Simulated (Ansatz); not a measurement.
**CoCl (singlet): from Hartree-Fock to the top rungs, def2-TZVPP**

The task here is to estimate one member of a computed series from the others.

Computed with Ansatz 0.2.0, Gaussian basis. Level: def2-TZVPP, core rule «outside noble gas», up to 14 orbitals frozen.

Plan: UHF; CCSD(T) on RHF; CCSD(T) on UHF; CCSDT(Q) on RHF.

1 further run of the same task is left out (for a known fault of the program).

**The system**

The geometry is a PBE0/def2-TZVP stationary point (not a proven minimum).

2 atoms, charge 0, spin multiplicity 1.

Atoms are counted from 1 here; the program's logs count them from 0.

Bond lengths: Co1–Cl2 2.112 Å.

Set-up of the first run:

Contents of in.yaml:

```yaml
crystal:
  periodic: [false, false, false]
  atoms:
    - {symbol: Co, position_ang: [0.000000, 0.000000, 0.000000]}
    - {symbol: Cl, position_ang: [0.000000, 0.000000, 2.112200]}
basis:
  gaussian: {orbitals: def2-TZVPP}
magnetization: {spin_polarized: true, initial_magnetization: 0}
hamiltonian: {xc: hf}
output: {orbitals: {seedname: orbitals}}
```

The run is started by

```sh
ansatz run in.yaml --threads 1 --pin off --events-out ev --progress --plain --max-ram 4096MiB --backend cpu
```

Steps of the session up to this table: UHF; CCSD(T) on RHF; CCSD(T) on UHF; CCSDT(Q) on RHF.

One table of the session follows, with a row left open; its other results are not shown here.

```
   method  from RCCSDT(Q) (meV)
      RHF              +15580.9
     RMP2               +1212.2
     UMP2                -339.6
    RCCSD               +1250.9
    UCCSD                -326.0
 RCCSD(T)                +463.7
 UCCSD(T)               -1121.1
   RCCSDT                     ?
RCCSDT(Q)                     0
```

Estimate the missing values for RCCSDT.

**Answer.** from RCCSDT(Q) (meV): +196.4. In the column «from RCCSDT(Q) (meV)» it lies between RCCSDT(Q) (0) and RCCSD(T) (+463.7).

Left out of the table: UHF (another determinant or state than the rows shown).

Caveats from the session: The determinant is far from a pure spin state, so its energy mixes those of several spin states (harmless only where they are near-degenerate, as at dissociation). The program flags UCCSD(T) as in doubt, so those rows may rest on another solution; read them beside their warnings. Warnings: restricted reference is unstable; spin contamination; coupled cluster took another determinant than the lowest; large T1 diagnostic. Restricted and unrestricted rows rest on different reference determinants; where their highest levels disagree by more than a few hundredths of an eV, they describe different states and don't form one ladder.
